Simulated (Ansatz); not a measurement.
# CH3AlOS: up Jacob's ladder to CCSD(T)

How much do the methods differ for CH3AlOS? The plan is to run it at one geometry with functionals of several rungs and with coupled cluster, and see how far each lands from CCSD(T) at the basis-set limit for the atomisation energy.

Computed with Ansatz 0.2.0, Gaussian basis. Level: functionals in def2-TZVPP, the program's frozen cores in correlated methods.

Plan: LDA (SPW92), PBE-D4, revPBE-D4, BLYP-D4, r2SCAN-D4, B97M-V, PBE0-D4, B3LYP-D4, r2SCANh-D4, r2SCAN0-D4, HSE06-D4, BHLYP-D4, CAM-B3LYP-D4, LC-ωPBE, ωB97X-V, ωB97M-V, B2PLYP, PBE-QIDH; CCSD(T)/def2-SVP; CCSD(T)/def2-TZVPP; MP2/def2-QZVPP; extrapolation to the limit; RPA on PBE.

1 further run of the same task is left out (it didn't finish).

### Step 1. Structure used throughout

An earlier PBE0-D4 in a triple-zeta def2 set relaxation fixed the geometry.

SMILES `[OH][AlH][CH]=S`, 7 atoms, charge 0, spin multiplicity 1.

Atoms are counted from 1 here; the program's logs count them from 0.

Bond lengths: O1–Al2 1.690 Å, O1–H5 0.960 Å, Al2–C3 1.975 Å, Al2–H6 1.575 Å, C3–S4 1.620 Å, C3–H7 1.094 Å. Angles: Al2–O1–H5 118.1°, O1–Al2–C3 115.8°, O1–Al2–H6 119.1°, C3–Al2–H6 125.0°, Al2–C3–S4 117.0°, Al2–C3–H7 125.9°, S4–C3–H7 117.2°.

### Step 2. LDA

This LDA is Slater exchange with PW92 correlation.

in.yaml reads:

```yaml
crystal:
  periodic: [false, false, false]
  atoms:
    - {symbol: O, position_ang: [-1.751473, 0.543627, 0.267061]}
    - {symbol: Al, position_ang: [-0.085057, 0.812871, 0.344903]}
    - {symbol: C, position_ang: [1.056635, -0.661564, -0.305935]}
    - {symbol: S, position_ang: [0.303304, -1.986696, -0.853895]}
    - {symbol: H, position_ang: [-2.057395, -0.296032, -0.082931]}
    - {symbol: H, position_ang: [0.444486, 2.182533, 0.914542]}
    - {symbol: H, position_ang: [2.150701, -0.662739, -0.329346]}
basis:
  gaussian: {orbitals: def2-TZVPP}
hamiltonian: {xc: lda}
output: {orbitals: {seedname: orbitals}}
```

Run with:

```console
$ ansatz run in.yaml --threads 2 --pin off --events-out ev --progress --plain --max-ram 4352MiB
```

Further steps of the session: PBE-D4 (GGA); revPBE-D4 (GGA); BLYP-D4 (GGA); r2SCAN-D4 (meta-GGA); B97M-V (meta-GGA); B3LYP-D4 (hybrid); r2SCANh-D4 (hybrid); r2SCAN0-D4 (hybrid); HSE06-D4 (hybrid); BHLYP-D4 (hybrid); CAM-B3LYP-D4 (range-separated); LC-ωPBE (range-separated); ωB97X-V (range-separated); ωB97M-V (range-separated); B2PLYP (double hybrid); PBE-QIDH (double hybrid); CCSD(T) in def2-SVP; CCSD(T) in def2-TZVPP; MP2 in def2-QZVPP; RPA on PBE orbitals.

Before running them: what should the planned runs give, taken together? Wanted: atomisation energy, CCSD(T)/CBS; farthest beyond LDA; mean size of error, GGA; mean size of error, meta-GGA; mean size of error, hybrid; mean size of error, range-separated; mean size of error, double hybrid; gap, smallest and largest; T1 diagnostic.

**Answer**, as computed:

| quantity | value |
| --- | --- |
| atomisation energy, CCSD(T)/CBS | 2435.8 kJ/mol |
| functionals within 12.2 kJ/mol (0.5 %) | r2SCAN-D4, B97M-V, ωB97X-V, ωB97M-V |
| farthest beyond LDA | BHLYP-D4 (-121.4 kJ/mol) |
| mean size of error, GGA | 26.8 kJ/mol |
| mean size of error, meta-GGA | 6.9 kJ/mol |
| mean size of error, hybrid | 51.0 kJ/mol |
| mean size of error, range-separated | 19.1 kJ/mol |
| mean size of error, double hybrid | 44.0 kJ/mol |
| gap, smallest and largest | 1.16 eV (LDA (SPW92)), 8.27 eV (LC-ωPBE) |
| T1 diagnostic | 0.0157 |
| triples share of the correlation energy | 4.3 % |

**Reading.** LDA overbinds by 354.8 kJ/mol (15 %). PBE-D4 is off by +34.1 kJ/mol. Double hybrids carry the basis error of their MP2 part in triple zeta, and no dispersion term here, so their miss is partly the set-up's. By mean error the best rung here is meta-GGA (6.9 kJ/mol) and the worst beyond LDA is hybrid (51.0 kJ/mol). The mean of the hybrids holds BHLYP, with half exact exchange. The reference freezes the cores and leaves out relativity and excitations past (T), so misses under about 12.2 kJ/mol can't be ranked. Hartree-Fock recovers 69 % of the binding; the rest is correlation. CCSD(T) in def2-SVP is off by -180.1 kJ/mol, worse than the median functional, from the basis alone. The gap grows from 1.2 to 8.3 eV across the functionals, mostly with the share of exact exchange. The restricted reference is unstable towards a spin-broken one.
